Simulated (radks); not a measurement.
**Rh³⁺ in [Kr] 4d6: an all-electron calculation**

Aim: the levels, the sizes of the orbitals and the parts of the energy of the rhodium ion Rh3+.

Method: scalar-relativistic Kohn-Sham, r2SCAN, spin-polarised, spherical densities, finite nucleus; open shells are filled with parallel spins first. Code: radks (a radial shooting solver on a logarithmic mesh, Libxc functionals) version 1.

### Step 1. The atom as given

```
element            : rhodium (Z = 45)
charge             : +3
electrons          : 42
configuration      : [Kr] 4d6
nuclear rms radius : 4.4945 fm
```

Outer shells as boxes (Hund's rule):

Rh³⁺
```
[Kr] core
4d [↑↓][↑ ][↑ ][↑ ][↑ ]
```

### Step 2. The calculation

Input:

```text
Z 45
configuration [Kr] 4d6
relativity scalar-relativistic
functional r2scan,r2scan
spin polarised
nucleus finite rms 4.4945 fm
c 137.035999084
```

Started as:

```bash
$ python run_ks.py task.json out
```

All runs below come from this command, one after another.

**Question.** What will this run give?

As calculated:

| quantity | value |
| --- | --- |
| total energy | -4782.66362 hartree |
| exchange-correlation share of it | 2.89 % |
| −T/E | 1.0357 |
| highest occupied level | 4d down, -36.938 eV |
| most extended occupied level | 4d down, <r> = 1.37 bohr |
| radius at density 0.001 e/bohr³ | 3.14 bohr |
| maxima of the radial density | 4 |
| ionisation energy, NIST | 42 (theory) eV |

**Reading.** The radial density shows 4 maxima for 4 occupied principal shells. Relativity lifts −T/E to 1.036. The top level binds by 36.938 eV, 88 % of the NIST ionisation energy of 42 eV; the potential of a semilocal functional falls off too fast, so its top eigenvalue is too shallow. Open shells are spherical and high-spin; term and fine-structure splittings are not resolved.
